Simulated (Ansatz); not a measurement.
# Pt: the cost of one run

Computed with Ansatz 0.2.0 (DFT PBEsol, scalar-relativistic, plane waves, PAW, unless a step's input says otherwise).

The COD entry's cell or inner coordinates are ideal or old and differ from later refinements, so a difference from it is no clean test against experiment.

56 further runs of the same task are left out: 56 set aside as unsound or not needed.

## (1) The structure to begin with

Symmetry: Fm-3m, No. 225, cubic system. The conventional cell has a = 3.918 Å, b = 3.918 Å, c = 3.918 Å, α = 90.00°, β = 90.00°, γ = 90.00°. Around Pt (site symmetry m-3m) lie 12 Pt at 2.77 Å.

Structure file:

```cif
data_structure
_symmetry_space_group_name_H-M 'Fm-3m'
_symmetry_Int_Tables_number 225
_cell_length_a 3.9179
_cell_length_b 3.9179
_cell_length_c 3.9179
_cell_angle_alpha 90.000
_cell_angle_beta 90.000
_cell_angle_gamma 90.000
_cell_volume 60.14
loop_
_atom_site_label
_atom_site_type_symbol
_atom_site_symmetry_multiplicity
_atom_site_Wyckoff_symbol
_atom_site_fract_x
_atom_site_fract_y
_atom_site_fract_z
_atom_site_occupancy
Pt1 Pt 4 a 0.00000 0.00000 0.00000 1
```

It is the result of an earlier relaxation at this level (volume 15.04 Å³/atom; gap on the mesh: none (metal)).

## (2) What is varied

The energy is mapped over volume and a fixed ferromagnetic moment.

The axes are (1) volume per atom: 9 values from 12.33 to 17.74 Å³; (2) total spin moment of the cell, held fixed: 11 values from 0.00 to 0.50 μB.

Nothing else is relaxed (shape and fractional coordinates fixed). Points are written as (first, second).

## (3) Grid point (13.01 Å³, 0.40 μB)

input.yaml

```yaml
crystal:
  lattice:
    - [0.0, 1.8665426505, 1.8665426505]
    - [1.8665426505, 0.0, 1.8665426505]
    - [1.8665426505, 1.8665426505, 0.0]
  atoms:
    - { symbol: Pt, position: [0.0, 0.0, 0.0], spin: 0.4 }
basis:
  ecutwfc: 420
kpoints:
  mp_grid: { grid: [22, 22, 22] }
hamiltonian:
  xc: pbesol
  pseudopotentials: { kind: paw, azcp: { folder: soft_1 } }
scf:
  occupations: { method: gaussian, width: 0.15 }
  lower_state_search: "off"
output:
  forces: true
  stress: true
  eigenvalues: true
  populations: true
magnetization:
  spin_polarized: true
  initial_magnetization: 0.4
  spin_locking: { lock_magnetization: hard }
```

Command:

```
$ ansatz run input.yaml --threads 1 --pin off --max-ram 2048MiB --backend cpu --events-out ev --progress --plain --runs-dir out
```

Q: Estimate wall time and peak memory on 1 thread of AMD EPYC 9R45 (Zen 5), shared host.

About 3.5 s, with a peak of 0.41 GiB.
